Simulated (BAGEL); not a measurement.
# BNH5F (SMILES [NH3+][BH2-]F) at HF/STO-3G (density fitting with qzvpp-jkfit)

Aim: the electronic atomisation energy of BNH5F at HF/STO-3G (density fitting with qzvpp-jkfit), from 5 runs. 

Program for the calculation: BAGEL 1.2.2.

16 further runs of the same task are left out: 16 set aside as unsound or not needed.

## 1. The structure to begin with

The species is BNH5F (8 atoms), meant as a singlet with charge 0. SMILES: `[NH3+][BH2-]F`. The shape is that of a GFN2-xTB optimisation.

Bond lengths: N1–B2 1.679 Å, B2–F3 1.386 Å, N1–H4 1.015 Å, N1–H5 1.015 Å, N1–H6 1.013 Å, B2–H7 1.190 Å, B2–H8 1.191 Å. Some angles: N1–B2–F3 101.2°, N1–B2–H7 106.2°, N1–B2–H8 106.3°, F3–B2–H7 112.2°, F3–B2–H8 112.2°, B2–N1–H4 106.9°, B2–N1–H5 106.8°, B2–N1–H6 111.4°, H7–B2–H8 117.0°, H4–N1–H5 109.5°.

## 2. A single-point energy at HF/STO-3G (density fitting with qzvpp-jkfit)

hf.json

```json
{ "bagel": [

{
  "title": "molecule",
  "basis": "sto-3g",
  "df_basis": "qzvpp-jkfit",
  "angstrom": "true",
  "geometry": [
    { "atom": "N", "xyz": [   -0.428710,    0.654160,   -0.301360 ] },
    { "atom": "B", "xyz": [    0.376980,   -0.651520,    0.381570 ] },
    { "atom": "F", "xyz": [    1.282920,   -0.962000,   -0.620650 ] },
    { "atom": "H", "xyz": [   -0.840330,    0.326110,   -1.168980 ] },
    { "atom": "H", "xyz": [    0.273320,    1.358140,   -0.504890 ] },
    { "atom": "H", "xyz": [   -1.138480,    1.018220,    0.322540 ] },
    { "atom": "H", "xyz": [    0.912890,   -0.237120,    1.359870 ] },
    { "atom": "H", "xyz": [   -0.438580,   -1.505990,    0.531890 ] }
  ]
},
{ "title": "hf" },
{ "title": "print", "file": "orbitals.molden", "orbitals": "true" }

]}
```

The run is started by

```sh
$ BAGEL_NUM_THREADS=1 BAGEL hf.json > hf.out
```

The program printed:

```text
* using 1 threads per process

  ===============================================================
  ===============================================================

  *** Geometry ***

  { "atom" : "N", "xyz" : [     -0.810144,      1.236183,     -0.569488 ] },
  { "atom" : "B", "xyz" : [      0.712389,     -1.231194,      0.721063 ] },
  { "atom" : "F", "xyz" : [      2.424367,     -1.817917,     -1.172859 ] },
  { "atom" : "H", "xyz" : [     -1.587994,      0.616259,     -2.209052 ] },
  { "atom" : "H", "xyz" : [      0.516500,      2.566513,     -0.954104 ] },
  { "atom" : "H", "xyz" : [     -2.151415,      1.924157,      0.609512 ] },
  { "atom" : "H", "xyz" : [      1.725112,     -0.448092,      2.569782 ] },
  { "atom" : "H", "xyz" : [     -0.828796,     -2.845909,      1.005126 ] },

  Number of auxiliary basis functions:      319

  Since a DF basis is specified, we compute 2- and 3-index integrals:
    o Being stored without compression. Storage requirement is 0.001 GB

  Number of basis functions:       20
  Number of electrons      :       26

    * METHOD: MOLECULE                             0.07

  *** RHF ***

  === Nuclear Repulsion ===
    76.4547787533

      * DIIS with orbital gradients will be used.

  === RHF iteration (sto-3g) ===
      0       -179.03327910          0.01981648           0.00
      1       -179.09217169          0.00468455           0.00
      2       -179.09559217          0.00144282           0.00
      3       -179.09598052          0.00026044           0.00
      4       -179.09599352          0.00006474           0.00
      5       -179.09599440          0.00000924           0.00
      6       -179.09599442          0.00000225           0.00
      7       -179.09599442          0.00000038           0.00
      8       -179.09599442          0.00000006           0.00
      9       -179.09599442          0.00000002           0.00
     10       -179.09599442          0.00000000           0.00
    * SCF iteration converged.

    * Permanent dipole moment:
           (    1.250256,    -1.770581,     0.668662) a.u.

    * METHOD: HF                                   0.08

    * METHOD: PRINT                                0.00

  ===============================================================
```

It took 0.26 s on 1 thread of Arm Neoverse V1, shared host.

## 3. The B atom

hf.json

```json
{ "bagel" : [

{
  "title" : "molecule",
  "basis" : "sto-3g",
  "df_basis" : "qzvpp-jkfit",
  "angstrom" : "true",
  "geometry" : [
    { "atom" : "B", "xyz" : [    0.000000,    0.000000,    0.000000 ] }
  ]
},
{
  "title" : "uhf",
  "nopen" : 1
},
{
  "title" : "print",
  "file" : "orbitals.molden",
  "orbitals" : "true"
}

]}
```

Run the same way, it converges to -24.14912 Eh (log not shown).

## 4. The F atom at the same level

input.json

```json
{ "bagel": [

{
  "title": "molecule",
  "basis": "sto-3g",
  "df_basis": "qzvpp-jkfit",
  "angstrom": true,
  "geometry": [
    { "atom": "F", "xyz": [       0.000000,       0.000000,       0.000000 ] }
  ]
},

{ "title": "uhf", "charge": 0, "nopen": 1 },

{ "title": "print", "file": "orbitals.molden", "orbitals": true }

]}
```

Run the same way, it converges to -97.98659 Eh (log not shown).

## 5. The H atom, same level

calc.json

```json
{ "bagel" : [

{
  "title" : "molecule",
  "basis" : "sto-3g",
  "df_basis" : "qzvpp-jkfit",
  "angstrom" : "true",
  "geometry" : [
    { "atom" : "H", "xyz" : [    0.000000,    0.000000,    0.000000 ] }
  ]
},
{
  "title" : "uhf",
  "nopen" : 1
},
{
  "title" : "print",
  "file" : "orbitals.molden",
  "orbitals" : "true"
}

]}
```

The run is started by

```sh
$ BAGEL_NUM_THREADS=1 BAGEL calc.json > calc.out
```

The program printed:

```text
* using 1 threads per process

  ===============================================================
  ===============================================================

  *** Geometry ***

  { "atom" : "H", "xyz" : [      0.000000,      0.000000,      0.000000 ] },

  Number of auxiliary basis functions:       18

  Since a DF basis is specified, we compute 2- and 3-index integrals:
    o Being stored without compression. Storage requirement is 0.000 GB

  Number of basis functions:        1
  Number of electrons      :        1

    * METHOD: MOLECULE                             0.01

  *** Open-shell HF ***

  === Nuclear Repulsion ===
     0.0000000000

      * DIIS with orbital gradients will be used.

  === UHF iteration (sto-3g) ===
      0         -0.46658185          0.00000000           0.00
    * SCF iteration converged.

    * S^2 (UHF) is 0.7500

    * Permanent dipole moment:
           (    0.000000,     0.000000,     0.000000) a.u.

    * METHOD: UHF                                  0.01

    * METHOD: PRINT                                0.00

  ===============================================================
```

Wall time 0.14 s (1 thread of Arm Neoverse V1, shared host).

## 6. The N atom at the same level

input.json

```json
{ "bagel": [

{
  "title": "molecule",
  "basis": "sto-3g",
  "df_basis": "qzvpp-jkfit",
  "angstrom": true,
  "geometry": [
    { "atom": "N", "xyz": [    0.000000,    0.000000,    0.000000 ] }
  ]
},
{
  "title": "uhf",
  "nopen": 3
},
{
  "title": "print",
  "file": "orbitals.molden",
  "orbitals": true
}

]}
```

Run the same way, it converges to -53.71912 Eh (log not shown).

## 7. Results

Level: HF/STO-3G (density fitting with qzvpp-jkfit).

```
                     quantity          value
       molecule: total energy  -179.09599 Eh
      molecule: dipole moment         5.77 D
        molecule: HOMO energy       -8.04 eV
        molecule: LUMO energy       14.16 eV
      molecule: HOMO–LUMO gap       22.20 eV
         B atom: total energy   -24.14912 Eh
        B atom: dipole moment         0.00 D
                 B atom: ⟨S²⟩          0.750
         F atom: total energy   -97.98659 Eh
        F atom: dipole moment         0.00 D
                 F atom: ⟨S²⟩          0.750
         H atom: total energy    -0.46658 Eh
        H atom: dipole moment         0.00 D
                 H atom: ⟨S²⟩          0.750
         N atom: total energy   -53.71912 Eh
        N atom: dipole moment         0.00 D
                 N atom: ⟨S²⟩          3.750
electronic atomisation energy      24.715 eV
```

Taking the molecule apart into free atoms costs 24.72 eV (570 kcal/mol), before zero-point energy and without spin-orbit coupling. Hartree–Fock lacks the correlation of the bonding pairs, which as a rule makes this value much too low; in minimal bases other errors can mask that. In a minimal basis such a difference can be off by several eV, whatever the method.
